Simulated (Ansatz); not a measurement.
**C₃H₃FMgO₂: up Jacob's ladder to CCSD(T)**

The task here is to estimate one member of a computed series from the others.

Computed with Ansatz 0.2.0, Gaussian basis. Level: functionals in def2-TZVPP, the program's frozen cores in correlated methods.

Plan: LDA (SPW92), PBE-D4, revPBE-D4, BLYP-D4, r2SCAN-D4, B97M-V, PBE0-D4, B3LYP-D4, r2SCANh-D4, r2SCAN0-D4, HSE06-D4, BHLYP-D4, CAM-B3LYP-D4, LC-ωPBE, ωB97X-V, ωB97M-V, B2PLYP, PBE-QIDH; CCSD(T)/def2-SVP; CCSD(T)/def2-TZVPP; MP2/def2-QZVPP; extrapolation to the limit; RPA on PBE.

## The geometry

The geometry comes from an earlier relaxation with PBE0-D4 in a triple-zeta def2 set; it is a stationary point, not always the lowest conformer.

SMILES `[F][Mg-]1[O]C=CC=[O+]1`, 10 atoms, charge 0, spin multiplicity 1.

Atoms are counted from 1 here; the program's logs count them from 0.

Bond lengths: F1–Mg2 1.757 Å, Mg2–O3 1.935 Å, Mg2–O7 1.935 Å, O3–C4 1.263 Å, C4–C5 1.394 Å, C4–H8 1.098 Å, C5–C6 1.394 Å, C5–H9 1.082 Å, C6–O7 1.263 Å, C6–H10 1.098 Å. Angles: F1–Mg2–O3 133.1°, F1–Mg2–O7 133.1°, O3–Mg2–O7 93.8°, Mg2–O3–C4 124.6°, O3–C4–C5 126.7°, O3–C4–H8 116.1°, C5–C4–H8 117.2°, C4–C5–C6 123.5°, C4–C5–H9 118.2°, C6–C5–H9 118.2°, C5–C6–O7 126.7°, C5–C6–H10 117.2°, O7–C6–H10 116.1°, Mg2–O7–C6 124.6°.

Set-up of the first run:

in.yaml reads:

```yaml
crystal:
  periodic: [false, false, false]
  atoms:
    - {symbol: F, position_ang: [1.626362, -3.377230, 0.301840]}
    - {symbol: Mg, position_ang: [0.868714, -1.798378, 0.160957]}
    - {symbol: O, position_ang: [-0.976226, -1.218087, 0.105965]}
    - {symbol: C, position_ang: [-1.347469, -0.016150, -0.001444]}
    - {symbol: C, position_ang: [-0.523936, 1.104133, -0.099416]}
    - {symbol: C, position_ang: [0.868374, 1.039052, -0.090351]}
    - {symbol: O, position_ang: [1.574100, -0.003587, 0.003738]}
    - {symbol: H, position_ang: [-2.431695, 0.155480, -0.018725]}
    - {symbol: H, position_ang: [-0.990359, 2.076237, -0.186746]}
    - {symbol: H, position_ang: [1.415235, 1.987428, -0.173020]}
basis:
  gaussian: {orbitals: def2-TZVPP}
hamiltonian: {xc: lda}
output: {orbitals: {seedname: orbitals}}
```

Run with:

```console
$ ansatz run in.yaml --threads 4 --pin off --events-out ev --progress --plain --max-ram 11315MiB
```

Steps of the session up to this table: LDA; PBE-D4 (GGA); revPBE-D4 (GGA); BLYP-D4 (GGA); r2SCAN-D4 (meta-GGA); B97M-V (meta-GGA); B3LYP-D4 (hybrid); r2SCANh-D4 (hybrid); r2SCAN0-D4 (hybrid); HSE06-D4 (hybrid); BHLYP-D4 (hybrid); CAM-B3LYP-D4 (range-separated); LC-ωPBE (range-separated); ωB97X-V (range-separated); ωB97M-V (range-separated); B2PLYP (double hybrid); PBE-QIDH (double hybrid).

One of the session's tables, all rows but one given; the rest of the session is left out.

It belongs to the step «Orbital energies across the functionals». 

```
  functional  HOMO (eV)  LUMO (eV)  gap (eV)
 LDA (SPW92)      -6.86      -3.42      3.44
      PBE-D4      -6.61      -3.13      3.48
   revPBE-D4      -6.52      -3.02      3.49
     BLYP-D4      -6.47      -3.01      3.46
   r2SCAN-D4      -6.81      -2.99      3.82
      B97M-V      -6.79      -2.89      3.90
     PBE0-D4      -7.67      -2.22      5.45
    B3LYP-D4      -7.48      -2.45      5.03
  r2SCANh-D4      -7.22      -2.65      4.56
  r2SCAN0-D4      -7.83      -2.14      5.69
    HSE06-D4      -7.28      -2.60      4.67
    BHLYP-D4          ?          ?         ?
CAM-B3LYP-D4      -8.94      -1.13      7.81
     LC-ωPBE     -10.17      -0.01     10.16
     ωB97X-V      -9.84      -0.02      9.82
     ωB97M-V      -9.77      -0.09      9.68
```

Q: Estimate the row for BHLYP-D4 from the others.

Worked estimate for «HOMO (eV)». Against the share of exact exchange, BLYP-D4 (0, -6.47), B3LYP-D4 (0.2, -7.48) give a slope of -5.05 per unit share; at 0.5 the line stands at -8.99.

As computed: HOMO (eV): -8.63; LUMO (eV): -1.17; gap (eV): 7.46. In «HOMO (eV)» the line misses by -0.36.
